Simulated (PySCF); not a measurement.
# RuCl6−: ligand-field states, part 2 of 2

PySCF 2.14.0. Atoms count from 0. Earlier steps stand in the parts before.

## (6) Ligand-field states: state-averaged CASSCF (axial bond length × 1.1) in water

The job: settings as JSON, then the geometry in Å.

```
{"job": {"kind": "lf", "basis": {"metal": "x2c-TZVPall", "ligand": "x2c-SVPall"}, "nevpt": true, "solvent": "water", "reuse": true}, "charge": -1, "metal": "Ru", "open_shell": "d3"}
Ru     0.000000     0.000000     0.000000
Cl     0.000000     0.000000     2.502500
Cl     0.000000     0.000000    -2.502500
Cl     2.275000     0.000000     0.000000
Cl    -2.275000     0.000000     0.000000
Cl     0.000000     2.275000     0.000000
Cl    -0.000000    -2.275000     0.000000
```

Level: state-averaged CASSCF of the metal d shell, SC-NEVPT2 on the averaged canonical orbitals, state-interaction spin-orbit coupling.

The program printed:

```text
basis functions 171, electrons 147, active (3e, 5o)
start from the orbitals of the previous structure
stage 1: DIIS on the effective Fock matrix, level shift 0.30
cycle   1  E = -7292.1237261718  dE = -7.292e+03  max|g| = 2.675e+00
cycle   2  E = -7291.9905297375  dE =  1.332e-01  max|g| = 1.946e-01
cycle   3  E = -7292.3912608479  dE = -4.007e-01  max|g| = 4.690e-01
cycle   4  E = -7292.5170299642  dE = -1.258e-01  max|g| = 1.538e-01
cycle   5  E = -7292.5308736865  dE = -1.384e-02  max|g| = 7.450e-02
cycle   6  E = -7292.5340991916  dE = -3.226e-03  max|g| = 3.463e-02
cycle   7  E = -7292.5350202573  dE = -9.211e-04  max|g| = 5.514e-03
cycle   8  E = -7292.5350778004  dE = -5.754e-05  max|g| = 6.000e-03
cycle   9  E = -7292.5351181277  dE = -4.033e-05  max|g| = 4.879e-03
cycle  10  E = -7292.5351351878  dE = -1.706e-05  max|g| = 1.646e-03
cycle  11  E = -7292.5351379597  dE = -2.772e-06  max|g| = 1.456e-03
cycle  12  E = -7292.5351412189  dE = -3.259e-06  max|g| = 1.199e-03
cycle  13  E = -7292.5351406859  dE =  5.331e-07  max|g| = 1.214e-03
cycle  14  E = -7292.5351376913  dE =  2.995e-06  max|g| = 1.732e-03
cycle  15  E = -7292.5351295283  dE =  8.163e-06  max|g| = 2.387e-03
cycle  16  E = -7292.5351037100  dE =  2.582e-05  max|g| = 3.740e-03
cycle  17  E = -7292.5350203311  dE =  8.338e-05  max|g| = 6.380e-03
cycle  18  E = -7292.5347527526  dE =  2.676e-04  max|g| = 1.127e-02
cycle  19  E = -7292.5339139536  dE =  8.388e-04  max|g| = 2.007e-02
cycle  20  E = -7292.5312043857  dE =  2.710e-03  max|g| = 3.672e-02
cycle  21  E = -7292.5224258349  dE =  8.779e-03  max|g| = 7.008e-02
stage 2: quasi-Newton rotations from the point of smallest gradient
cycle  24  E = -7292.5351435098  dE = -2.291e-06  max|g| = 9.380e-04
cycle  25  E = -7292.5351467332  dE = -3.223e-06  max|g| = 3.983e-04
cycle  26  E = -7292.5351477645  dE = -1.031e-06  max|g| = 2.307e-04
cycle  27  E = -7292.5351478484  dE = -8.388e-08  max|g| = 5.430e-05
cycle  28  E = -7292.5351478645  dE = -1.607e-08  max|g| = 3.038e-05
cycle  29  E = -7292.5351478668  dE = -2.310e-09  max|g| = 1.182e-05
cycle  30  E = -7292.5351478671  dE = -3.056e-10  max|g| = 4.695e-06
converged average energy = -7292.5351478671

 mult deg   label        CASSCF/cm-1   NEVPT2/cm-1
   4   1   4B1g                0.0           0.0
   2   1   2A1g            11139.2       10513.8
   2   1   2B1g            11310.8       10572.5
   2   2   2Eg             12040.7       10767.9
   2   1   2A2g            13264.9       10875.6
   2   2   2Eg             18843.0       16731.2
   2   1   2B2g            19688.3       16928.0
   4   2   4Eg             24663.0       29612.5
   4   1   4A2g            28555.6       31890.0
   4   1   4B2g            30715.3       35027.8
   2   2   2Eg             32650.5       35685.2
   2   1   2A2g            34840.3       37210.3
   2   1   2A1g            33803.3       37508.5
   4   2   4Eg             36552.1       38448.7
   2   2   2Eg             35404.4       38480.3
   2   1   2B1g            37882.2       40033.4
   2   1   2B2g            37963.1       40432.8
   2   1   2B2g            41134.1       42275.3
   2   1   2A1g            41119.2       43464.0
   2   1   2A2g            41569.2       44040.0
   2   2   2Eg             43474.1       44258.7
   2   2   2Eg             47738.9       47278.4
   2   1   2B1g            48960.2       47485.1
   2   1   2A1g            53065.2       49356.0
   2   1   2B1g            59045.8       55296.3
   4   1   4A2g            57584.1       60969.7
   4   2   4Eg             57401.6       61153.0
   2   1   2B2g            61268.5       61331.1
   2   2   2Eg             63464.8       65039.3
   2   1   2A2g            64368.0       66132.8
   2   2   2Eg             65827.2       66614.3
   2   1   2A2g            68279.3       67087.4
   2   2   2Eg             68946.7       67126.2
   2   2   2Eg             80873.0       75193.8
   2   1   2B2g            85542.1       78653.9
   2   1   2B1g            95365.2       86819.1
   2   1   2A1g            99871.9       91599.0

spin-orbit levels / cm-1
      0.00  x2  4B1g 0.99
      5.37  x2  4B1g 0.99
  10465.51  x2  2A1g 0.96
  10490.98  x2  2B1g 0.56 2Eg 0.41
  10618.57  x2  2Eg 0.57 2B1g 0.43
  10820.18  x2  2A2g 0.82 2Eg 0.15
  10946.33  x2  2Eg 0.82 2A2g 0.15
  16876.43  x2  2Eg 0.96
  17036.77  x2  2Eg 0.91 2B2g 0.08
  17154.17  x2  2B2g 0.89 2Eg 0.08
  29237.84  x2  4Eg 0.99
  29465.22  x2  4Eg 0.96
  29689.93  x2  4Eg 0.92 4A2g 0.07
  30055.40  x2  4Eg 0.97
  32039.30  x2  4A2g 0.96
  32130.60  x2  4A2g 0.91 4Eg 0.08
  34944.23  x2  4B2g 0.95 4Eg 0.03
  35022.02  x2  4B2g 0.96
  35563.75  x2  2Eg 0.97
  35679.04  x2  2Eg 0.82 2A2g 0.11
  37358.24  x2  2A2g 0.51 2A1g 0.26 2Eg 0.14
  37675.60  x2  2A1g 0.50 2A2g 0.33 4Eg 0.14
  38249.50  x2  4Eg 0.86 2A1g 0.12
  38466.01  x2  2Eg 0.66 4Eg 0.30
  38471.14  x2  4Eg 0.77 2Eg 0.11 2A1g 0.07
  38754.72  x2  2Eg 0.84 4Eg 0.13
  38789.43  x2  4Eg 0.67 2Eg 0.31
  38920.07  x2  4Eg 0.95
  40151.62  x2  2B1g 0.81 2B2g 0.15
  40610.12  x2  2B2g 0.82 2B1g 0.16
```

Wall time 26 s (1 thread of Arm Neoverse V2, shared host); peak memory 0.54 GiB.

Warnings kept with the result: an active orbital is not mainly the metal shell.

An active orbital is only 54 % metal, under the run's own bar for a metal shell, so levels, ζ, ground spin and magnetism of this run may not be those of the metal's shell and are not read here.

## (7) Ligand-field states: state-averaged CASSCF (axial bond length × 1.2) in water

The job, as its differences from that of step 6:

```diff
@@ -2,4 +2,4 @@
 Ru     0.000000     0.000000     0.000000
-Cl     0.000000     0.000000     2.502500
-Cl     0.000000     0.000000    -2.502500
+Cl     0.000000     0.000000     2.730000
+Cl     0.000000     0.000000    -2.730000
 Cl     2.275000     0.000000     0.000000
```

With the program's defaults for keys left out, this is: state-averaged CASSCF of the metal d shell, SC-NEVPT2 on the averaged canonical orbitals, state-interaction spin-orbit coupling.

The program printed:

```text
basis functions 171, electrons 147, active (3e, 5o)
start from the orbitals of the previous structure
stage 1: DIIS on the effective Fock matrix, level shift 0.30
cycle   1  E = -7291.7668969836  dE = -7.292e+03  max|g| = 3.152e+00
cycle   2  E = -7291.9466926034  dE = -1.798e-01  max|g| = 2.418e-01
cycle   3  E = -7292.3558888165  dE = -4.092e-01  max|g| = 4.871e-01
cycle   4  E = -7292.5057232439  dE = -1.498e-01  max|g| = 1.090e-01
cycle   5  E = -7292.5151998036  dE = -9.477e-03  max|g| = 5.235e-02
cycle   6  E = -7292.5174776778  dE = -2.278e-03  max|g| = 2.413e-02
cycle   7  E = -7292.5181211941  dE = -6.435e-04  max|g| = 7.832e-03
cycle   8  E = -7292.5182178390  dE = -9.664e-05  max|g| = 5.778e-03
cycle   9  E = -7292.5182770696  dE = -5.923e-05  max|g| = 2.849e-03
cycle  10  E = -7292.5182846746  dE = -7.605e-06  max|g| = 2.005e-03
cycle  11  E = -7292.5182855518  dE = -8.771e-07  max|g| = 2.568e-03
cycle  12  E = -7292.5182948873  dE = -9.336e-06  max|g| = 1.844e-03
cycle  13  E = -7292.5182926529  dE =  2.234e-06  max|g| = 1.859e-03
cycle  14  E = -7292.5182843213  dE =  8.332e-06  max|g| = 2.483e-03
cycle  15  E = -7292.5182585205  dE =  2.580e-05  max|g| = 3.734e-03
cycle  16  E = -7292.5181816576  dE =  7.686e-05  max|g| = 5.942e-03
cycle  17  E = -7292.5179234683  dE =  2.582e-04  max|g| = 1.086e-02
cycle  18  E = -7292.5171088626  dE =  8.146e-04  max|g| = 1.931e-02
cycle  19  E = -7292.5145082169  dE =  2.601e-03  max|g| = 3.505e-02
cycle  20  E = -7292.5057243252  dE =  8.784e-03  max|g| = 6.808e-02
stage 2: quasi-Newton rotations from the point of smallest gradient
cycle  23  E = -7292.5182993102  dE = -4.423e-06  max|g| = 1.106e-03
cycle  24  E = -7292.5183041768  dE = -4.867e-06  max|g| = 5.292e-04
cycle  25  E = -7292.5183059745  dE = -1.798e-06  max|g| = 2.272e-04
cycle  26  E = -7292.5183061009  dE = -1.264e-07  max|g| = 7.894e-05
cycle  27  E = -7292.5183061438  dE = -4.285e-08  max|g| = 5.202e-05
cycle  28  E = -7292.5183061518  dE = -8.079e-09  max|g| = 2.664e-05
cycle  29  E = -7292.5183061535  dE = -1.695e-09  max|g| = 8.763e-06
converged average energy = -7292.5183061535

 mult deg   label        CASSCF/cm-1   NEVPT2/cm-1
   4   1   4B1g                0.0           0.0
   2   1   2A1g            10888.4       10316.2
   2   1   2B1g            11247.5       10517.1
   2   1   2A2g            13769.8       10690.8
   2   2   2Eg             12029.9       10801.8
   2   2   2Eg             18556.7       16584.3
   2   1   2B2g            19688.4       16922.0
   4   2   4Eg             18488.6       24365.2
   4   1   4A2g            21653.5       26967.6
   2   2   2Eg             25986.1       29675.7
   2   1   2A1g            27485.1       31591.8
   2   1   2A2g            27770.5       31718.0
   2   2   2Eg             29246.3       32858.2
   2   1   2B2g            32002.5       34966.2
   2   1   2B1g            32380.6       35167.3
   4   1   4B2g            30404.3       35237.0
   4   2   4Eg             35673.4       37805.2
   2   1   2A1g            38764.4       41319.7
   2   1   2B2g            39895.2       42352.1
   2   2   2Eg             42644.4       43666.6
   2   1   2A2g            40927.6       43981.5
   2   1   2A1g            48860.1       46039.4
   2   2   2Eg             46964.1       46607.7
   2   1   2B1g            47800.4       46749.4
   2   1   2B2g            50898.7       50604.6
   4   1   4A2g            50968.0       54479.7
   2   1   2B1g            58159.8       54586.3
   4   2   4Eg             51065.0       55225.7
   2   2   2Eg             54954.8       55502.3
   2   1   2A2g            57521.4       59389.1
   2   1   2A2g            60774.2       59580.4
   2   2   2Eg             61495.7       59696.3
   2   2   2Eg             58935.6       59878.8
   2   1   2B1g            84951.3       74162.0
   2   2   2Eg             77963.7       74404.4
   2   1   2B2g            83355.0       77534.4
   2   1   2A1g            92710.2       83614.9

spin-orbit levels / cm-1
      0.00  x2  4B1g 0.99
      8.97  x2  4B1g 0.99
  10266.09  x2  2A1g 0.96
  10470.76  x2  2B1g 0.84 2Eg 0.14
  10609.12  x2  2Eg 0.84 2B1g 0.15
  10644.68  x2  2A2g 0.95
  10976.40  x2  2Eg 0.95
  16743.64  x2  2Eg 0.96
  16859.08  x2  2Eg 0.98
  17111.96  x2  2B2g 0.96
  23995.90  x2  4Eg 0.99
  24232.60  x2  4Eg 0.97
  24480.50  x2  4Eg 0.94 4A2g 0.05
  24857.32  x2  4Eg 0.97
  27129.79  x2  4A2g 0.96
  27203.97  x2  4A2g 0.92 4Eg 0.07
  29590.85  x2  2Eg 0.97
  29724.33  x2  2Eg 0.88 2A2g 0.07
  31725.92  x2  2A1g 0.65 2A2g 0.24 2Eg 0.08
  32047.98  x2  2A2g 0.65 2A1g 0.30
  32923.96  x2  2Eg 0.97
  33094.45  x2  2Eg 0.95 2A2g 0.03
  34917.66  x2  4B2g 0.56 2B1g 0.32 2B2g 0.09
  35125.52  x2  2B2g 0.89 4B2g 0.09
  35238.08  x2  4B2g 0.95 4Eg 0.03
  35538.38  x2  2B1g 0.67 4B2g 0.29
  37464.04  x2  4Eg 0.98
  37836.06  x2  4Eg 0.95 4B2g 0.03
  38077.85  x2  4Eg 0.97
  38333.84  x2  4Eg 0.95 4B2g 0.04
```

Wall time 24 s (1 thread of Arm Neoverse V2, shared host); peak memory 0.53 GiB.

Warnings kept with the result: an active orbital is not mainly the metal shell.

An active orbital is only 51 % metal, under the run's own bar for a metal shell, so levels, ζ, ground spin and magnetism of this run may not be those of the metal's shell and are not read here.

## (8) What came out

The summary covers parts 1 to 2.

| quantity | value |
| --- | --- |
| ligand-field states | no level gives a usable value |

Steps 2, 3, 4, 5, 6, 7 are set aside: its active space failed the test for the metal's shell.
